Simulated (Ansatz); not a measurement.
Write a Python script for the Python package of Ansatz (0.2.0) that makes a single point in a Gaussian basis of CH₄SiTe, SMILES C1[SiH2][Te]1. Use: Hartree-Fock, def2-TZVP basis, multiplicity 1.

```xyz
7

C    -0.6162   -0.4098   -0.4656
Si    0.6544    0.5366    0.4033
Te    0.0342   -1.8924    0.8047
H    -0.3673   -0.5257   -1.5541
H    -1.6828   -0.0159   -0.2437
H     0.1477    1.4906    1.4164
H     1.8913    0.7485   -0.4068
```

`energy_ch4site.py`
```python
"""Electronic structure of the CH4SiTe molecule."""

from dataclasses import dataclass
import sys

import ansatz as az


@dataclass(frozen=True)
class Settings:
    basis: str = "def2-TZVP"
    xc: str = "HF"


cfg = Settings()

GEOMETRY = """
C    -0.61620   -0.40980   -0.46560
Si    0.65440    0.53660    0.40330
Te    0.03420   -1.89240    0.80470
H    -0.36730   -0.52570   -1.55410
H    -1.68280   -0.01590   -0.24370
H     0.14770    1.49060    1.41640
H     1.89130    0.74850   -0.40680
"""

mol = az.Crystal.molecule()
for line in GEOMETRY.strip().splitlines():
    symbol, *xyz = line.split()
    mol = mol.atom(symbol, [float(v) for v in xyz])

calculation = mol.calculation().basis(gaussian=cfg.basis).functional(cfg.xc)
try:
    summary = calculation.run(threads=1).report
except az.AnsatzError as error:
    sys.exit(f"{type(error).__name__}: {error}")

for key in ("converged", "free_energy_ev", "reference_energy_ev", "n_frozen", "n_occupied", "n_virtual"):
    print(f"{key:22s} {summary[key]}")

state = summary["mean_field"]["state"]
print(f"mean field: {state['energy']['hartree']:.7f} Ha, <S^2> = {abs(state['spin_squared']):.4f}, stability: {state.get('stability', {}).get('kind')}")
```

```console
$ python energy_ch4site.py
converged              True
free_energy_ev         -16221.334849828585
reference_energy_ev    -16221.334849828585
n_frozen               0
n_occupied             [24, 24]
n_virtual              [118, 118]
mean field: -596.1230605 Ha, <S^2> = 0.0000, stability: minimum
```

Total energies depend on the basis set; only differences at equal settings carry meaning. The geometry is a force-field or estimated start, not a minimum of this method, and the basis set is short of its limit. def2 sets replace the cores of elements past krypton by effective core potentials. It ran for 2.8 s on 1 thread of Arm Neoverse V1, with other jobs on the host, peak memory 0.33 GiB.
